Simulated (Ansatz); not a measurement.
**C3H10OZr: ionisation energy by level of theory**

How much energy removes an electron from C3H10OZr at fixed geometry? The cation is run at each level and the neutral's energy taken from earlier runs.

Method: unrestricted cation, the program's frozen cores in correlated methods; program: Ansatz 0.2.0, Gaussian basis.

Plan: UKS PBE-D4/def2-TZVPP; UKS r2SCAN-D4/def2-TZVPP; UKS PBE0-D4/def2-TZVPP; UKS B3LYP-D4/def2-TZVPP; UKS wB97X-V/def2-TZVPP; UKS wB97M-V/def2-TZVPP; UKS B2PLYP/def2-TZVPP; UHF-CCSD(T)/def2-TZVPP; UHF-MP2/def2-QZVPP; extrapolation to the limit; then −ε(HOMO) from the neutral's earlier runs with LDA (SPW92), PBE-D4, revPBE-D4, BLYP-D4, r2SCAN-D4, B97M-V, PBE0-D4, B3LYP-D4, r2SCANh-D4, r2SCAN0-D4, HSE06-D4, BHLYP-D4, CAM-B3LYP-D4, LC-ωPBE, ωB97X-V, ωB97M-V.

### 1 The geometry

The geometry comes from an earlier relaxation with PBE0-D4 in a triple-zeta def2 set; it is a stationary point, not always the lowest conformer. Zr takes the def2 core potential; no spin-orbit term is included.

SMILES `[CH3][Zr]([CH3])([CH3])[OH]`, 15 atoms, charge 0, spin multiplicity 1.

Atoms are counted from 1 here; the program's logs count them from 0.

Bond lengths: C1–Zr2 2.226 Å, C1–H6 1.099 Å, C1–H7 1.095 Å, C1–H8 1.098 Å, Zr2–C3 2.226 Å, Zr2–C4 2.225 Å, Zr2–O5 1.909 Å, C3–H9 1.098 Å, C3–H10 1.099 Å, C3–H11 1.095 Å, C4–H12 1.099 Å, C4–H13 1.098 Å, C4–H14 1.095 Å, O5–H15 0.952 Å. Angles: Zr2–C1–H6 109.5°, Zr2–C1–H7 114.0°, Zr2–C1–H8 110.8°, H6–C1–H7 107.5°, H6–C1–H8 107.2°, H7–C1–H8 107.5°, C1–Zr2–C3 108.3°, C1–Zr2–C4 108.4°, C1–Zr2–O5 110.6°, C3–Zr2–C4 108.4°, C3–Zr2–O5 110.5°, C4–Zr2–O5 110.6°, Zr2–C3–H9 110.8°, Zr2–C3–H10 109.6°, Zr2–C3–H11 113.9°, H9–C3–H10 107.2°, H9–C3–H11 107.5°, H10–C3–H11 107.5° and more.

### 2 Cation, UKS PBE-D4/def2-TZVPP

File in.yaml:

```yaml
crystal:
  periodic: [false, false, false]
  atoms:
    - {symbol: C, position_ang: [-1.843645, 0.559950, 0.878470]}
    - {symbol: Zr, position_ang: [0.050378, 0.302669, -0.261588]}
    - {symbol: C, position_ang: [1.735702, 0.229465, 1.190170]}
    - {symbol: C, position_ang: [-0.035114, -1.645084, -1.334746]}
    - {symbol: O, position_ang: [0.291242, 1.739313, -1.495963]}
    - {symbol: H, position_ang: [-1.748228, 0.080393, 1.862557]}
    - {symbol: H, position_ang: [-2.122712, 1.605310, 1.046871]}
    - {symbol: H, position_ang: [-2.680381, 0.073869, 0.360188]}
    - {symbol: H, position_ang: [1.523933, 0.857078, 2.065535]}
    - {symbol: H, position_ang: [1.865491, -0.799931, 1.552054]}
    - {symbol: H, position_ang: [2.694661, 0.556107, 0.774573]}
    - {symbol: H, position_ang: [-0.659269, -2.350532, -0.768916]}
    - {symbol: H, position_ang: [0.965957, -2.088738, -1.413943]}
    - {symbol: H, position_ang: [-0.447262, -1.578539, -2.346937]}
    - {symbol: H, position_ang: [0.409237, 2.458692, -2.108304]}
basis:
  gaussian: {orbitals: def2-TZVPP}
total_charge: 1
magnetization: {spin_polarized: true, initial_magnetization: 1}
hamiltonian: {xc: pbe, dispersion: d4}
```

On the command line:

```
> ansatz run in.yaml --threads 2 --pin off --events-out ev --progress --plain --max-ram 32768MiB --backend cuda --devices 0, --max-vram 18GiB
```

The runs that follow: Cation, UKS r2SCAN-D4/def2-TZVPP; Cation, UKS PBE0-D4/def2-TZVPP; Cation, UKS B3LYP-D4/def2-TZVPP; Cation, UKS wB97X-V/def2-TZVPP; Cation, UKS wB97M-V/def2-TZVPP; Cation, UKS B2PLYP (frozen core)/def2-TZVPP; Cation, UHF-CCSD(T)/def2-TZVPP; Cation, UHF-MP2/def2-QZVPP.

Before running them: what should the planned runs give, taken together? Wanted: ionisation energy, CCSD(T)/CBS; nearest functional by difference; nearest −ε(HOMO); −ε(HOMO) of PBE; T1 of the cation.

As calculated:

| quantity | value |
| --- | --- |
| ionisation energy, CCSD(T)/CBS | 9.50 eV |
| nearest functional by difference | ωB97X-V (-0.09 eV) |
| nearest −ε(HOMO) | ωB97M-V (+0.07 eV) |
| −ε(HOMO) of PBE | 5.92 eV |
| T1 of the cation | 0.033 |

What this shows: Energy differences with functionals land within 0.85 eV of the reference. −ε(HOMO) of PBE misses by 3.6 eV, since self-interaction lifts the level. Among orbital estimates ωB97M-V comes nearest. Hartree-Fock falls 1.17 eV short, as the neutral has more correlation energy than the cation. The cation's T1 (from the report) is 0.033, near the customary mark of 0.045 for open shells, so the coupled-cluster value is less safe. Correlated methods include outer-core shells of Zr, which these sets cover unevenly.
